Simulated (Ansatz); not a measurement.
I need a single point in a Gaussian basis of CH6BNSi, SMILES BC=N[SiH3]. Use the Ansatz DFT code, driven from Python. Level of theory: MP2, 6-31G* basis, multiplicity 1.

Contents of `ch6bnsi.xyz`:
```text
10

B    -1.42510    1.61830    0.41120
C    -0.40500    0.67740   -0.16840
N    -0.10480   -0.36090    0.49150
Si    1.21770   -1.50470   -0.09680
H    -1.77590    2.61590   -0.23570
H    -1.98410    1.46870    1.44300
H     0.08030    0.89810   -1.12700
H     0.73600   -2.05900   -1.38410
H     1.31490   -2.58420    0.92620
H     2.42910   -0.82080   -0.25690
```

`ch6bnsi_energy.py`:
```python
from pathlib import Path

import ansatz
import numpy as np

ch6bnsi = ansatz.Crystal.molecule_from_extxyz("ch6bnsi.xyz")

setup = (
    ch6bnsi.calculation()
    .basis(gaussian="6-31G*")
    .correlation("mp2")
    .forces()
    .orbitals()
)
outcome = setup.run(runs_dir="ch6bnsi_runs")
data = outcome.report

print(f"E = {data['free_energy_ev']:.6f} eV = {data['free_energy_ev'] / 27.211386246:.7f} Ha")
print("converged:", data["converged"], " doubts:", data["published_state_doubts"] or "none")

print("correlation energy", round(data["free_energy_ev"] - data["reference_energy_ev"], 5), "eV")
cluster = data["correlation"].get("coupled_cluster")
if cluster:
    print("cycles", cluster["cycles"], " T1 diagnostic", round(cluster["t1_diagnostic"], 4), " largest double", round(cluster["largest_double"], 4))

symbols = [site.symbol for site in ch6bnsi.cartesian_sites]
print("forces (eV/A)")
for symbol, f in zip(symbols, data["forces_ev_ang"]):
    print(f"  {symbol:2s} {f[0]:9.4f} {f[1]:9.4f} {f[2]:9.4f}")

charges = data["charge_distribution"]
print("dipole moment", round(4.803205 * float(np.linalg.norm(charges["dipole_moment_e_ang"])), 3), "D")
print("Mulliken:", [(s, round(q, 3)) for s, q in zip(symbols, charges["mulliken_charges_e"])])

lines = Path(data["orbitals_path"]).read_text().splitlines()
field_of = lambda key: [line.split("=")[1].strip() for line in lines if line.startswith(key)]
orbitals = [(27.211386 * float(e), s, float(n)) for e, s, n in zip(field_of("Ene="), field_of("Spin="), field_of("Occup="))]
homo = max(e for e, _, n in orbitals if n > 0.5)
lumo = min(e for e, _, n in orbitals if n < 0.5)
for e, spin, n in sorted(orbitals):
    if homo - 15 < e < lumo + 5:
        print(f"{spin:6s} {e:10.3f} eV  occupation {n:.0f}")
```

```console
$ python ch6bnsi_energy.py
E = -11150.898005 eV = -409.7879433 Ha
converged: True  doubts: none
correlation energy -11.75231 eV
forces (eV/A)
  B    -1.9927    2.4020   -0.3282
  C     0.7673    0.3906   -1.4119
  N     1.4923   -2.5560    1.1767
  Si   -2.8310   -0.5127    0.7109
  H     0.3708   -0.6574    0.4406
  H     0.1491   -0.3080    0.2776
  H     0.0830    0.2519   -0.3481
  H     0.1395   -0.1075   -0.1115
  H     0.1229    0.1491   -0.2022
  H     1.6987    0.9480   -0.2039
dipole moment 1.881 D
Mulliken: [('B', 0.13), ('C', -0.037), ('N', -0.494), ('Si', 0.601), ('H', -0.047), ('H', -0.005), ('H', 0.139), ('H', -0.102), ('H', -0.098), ('H', -0.087)]
Alpha     -22.954 eV  occupation 2
Alpha     -19.967 eV  occupation 2
Alpha     -18.601 eV  occupation 2
Alpha     -16.338 eV  occupation 2
Alpha     -14.918 eV  occupation 2
Alpha     -14.178 eV  occupation 2
Alpha     -13.256 eV  occupation 2
Alpha     -12.721 eV  occupation 2
Alpha     -12.013 eV  occupation 2
Alpha     -10.282 eV  occupation 2
Alpha       1.466 eV  occupation 0
Alpha       3.676 eV  occupation 0
Alpha       4.903 eV  occupation 0
Alpha       5.133 eV  occupation 0
```

What to keep in mind:
- Total energies depend on the basis set; only differences at equal settings carry meaning.
- The geometry is a force-field or estimated start, not a minimum of this method, and the basis set is short of its limit.
- Alpha marks a spatial orbital of a restricted run, filled by both spins.
- Levels such as HOMO and LUMO are orbital energies: in Hartree-Fock the gap is too wide and the LUMO hangs on the basis.
- Inner cores stay frozen, so this is valence correlation.
- Hardware and time: 2 s on 1 thread of Intel(R) Xeon(R) 6975P-C (Granite Rapids), with other jobs on the host, peak memory 0.22 GiB.

(Lines on the test bed's own set-up are left out of the output.)
